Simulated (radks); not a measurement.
# Valence configurations of Tl

The task here is to estimate one member of a computed series from the others.

Method: Dirac Kohn-Sham, LDA (Slater exchange, Perdew-Wang correlation), spin-unpolarised, spherical densities, finite nucleus; open shells are shared between the two j in proportion to 2j + 1. Code: radks (a radial shooting solver on a logarithmic mesh, Libxc functionals) version 1.

## What is computed

```
element            : thallium (Z = 81)
charge             : 0
electrons          : 81
configuration      : [Hg] 6p1
nuclear rms radius : 5.4759 fm
others tried       : [Xe] 4f14 5d10 6s1 6p2; [Xe] 4f14 5d9 6s2 6p2; [Xe] 4f12 5d9 6s2 6p4; [Xe] 4f14 5d9.5 6s2 6p1.5; [Xe] 4f14 5d10 6s1.5 6p1.5; [Xe] 4f12 5d10 6s2 6p3; [Xe] 4f14 5d10 6s0.5 6p2.5; [Xe] 4f14 5d8.5 6s2 6p2.5; [Xe] 4f13 5d10 6s2 6p2
```

Outer shells as boxes (Hund's rule):

Tl
```
[Hg] core
6p [↑ ][  ][  ]
```

The first run:

Input:

```text
Z 81
configuration [Hg] 6p1
relativity Dirac
functional lda,pw
spin unpolarised
j_filling average
nucleus finite rms 5.4759 fm
c 137.035999084
```

Among the steps run: [Hg] 6p1.

One table of the session follows, with a row left open; its other results are not shown here.

It belongs to the step «[Hg] 6p1». From the orbitals of this run (lengths in bohr):

```
level     <r>  outermost maximum (interpolated)  90 % within  nodes
4f7/2  0.4711                             0.360        0.751      0
5p1/2  0.9404                             0.849         1.36      3
5p3/2   1.036                             0.928         1.50      3
5d3/2   1.360                              1.10         2.09      2
5d5/2   1.418                              1.13         2.19      2
6s1/2       ?                                 ?            ?      ?
6p1/2   3.361                              2.60         5.22      4
6p3/2   3.954                              3.03         6.18      4
```

**Question.** Estimate the row for 6s1/2.

The run gave: <r>: 2.475; outermost maximum (interpolated): 2.07; 90 % within: 3.68; nodes: 5. In the column «<r>» it lies between 5d5/2 (1.418) and 6p1/2 (3.361).
